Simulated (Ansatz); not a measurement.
# BFH4OSSi: the cost of one run

Method: RKS PBE0-D4/cc-pVDZ, in Ansatz 0.2.0.

### Step 1. The starting structure

Bond lengths: O1–Si2 1.700 Å, Si2–S3 2.172 Å, S3–B4 1.924 Å, B4–F5 1.455 Å, O1–H6 1.015 Å, Si2–H7 1.497 Å, Si2–H8 1.452 Å, B4–H9 1.197 Å. Angles: O1–Si2–S3 111.6°, O1–Si2–H7 108.1°, O1–Si2–H8 107.4°, S3–Si2–H7 110.9°, S3–Si2–H8 110.9°, H7–Si2–H8 107.9°, Si2–O1–H6 104.7°, Si2–S3–B4 89.7°, S3–B4–F5 116.7°, S3–B4–H9 119.8°, F5–B4–H9 122.6°.

Coordinates:

```xyz
9

O     0.9226   -0.3851   -1.5263
Si    0.5338   -1.0342   -0.0040
S    -1.4374   -0.4011    0.6541
B    -0.8097    1.4146    0.7542
F    -1.0457    2.2539   -0.4107
H     0.1565   -0.6663   -2.1301
H     1.5864   -0.6009    0.9678
H     0.6005   -2.4805   -0.1195
H    -0.4186    1.8533    1.7975
```

### Step 2. End point A

Contents of input.yaml:

```yaml
crystal:
  periodic: [false, false, false]
  atoms:
    - { symbol: O, position_ang: [0.9226, -0.3851, -1.5263] }
    - { symbol: Si, position_ang: [0.5338, -1.0342, -0.004] }
    - { symbol: S, position_ang: [-1.4374, -0.4011, 0.6541] }
    - { symbol: B, position_ang: [-0.8097, 1.4146, 0.7542] }
    - { symbol: F, position_ang: [-1.0457, 2.2539, -0.4107] }
    - { symbol: H, position_ang: [0.1565, -0.6663, -2.1301] }
    - { symbol: H, position_ang: [1.5864, -0.6009, 0.9678] }
    - { symbol: H, position_ang: [0.6005, -2.4805, -0.1195] }
    - { symbol: H, position_ang: [-0.4186, 1.8533, 1.7975] }
basis:
  gaussian: { orbitals: cc-pVDZ }
hamiltonian:
  xc: pbe0
  dispersion: d4
relax:
  f_tol: 0.02
  max_steps: 50
```

On the command line:

```
$ ansatz run input.yaml --threads 2 --pin off --max-ram 3072MiB --backend cpu --events-out ev --progress --plain --runs-dir out
```

What time and memory should one allow on 2 threads of Arm Neoverse V1, shared host?

About 74 s, with a peak of 0.21 GiB.
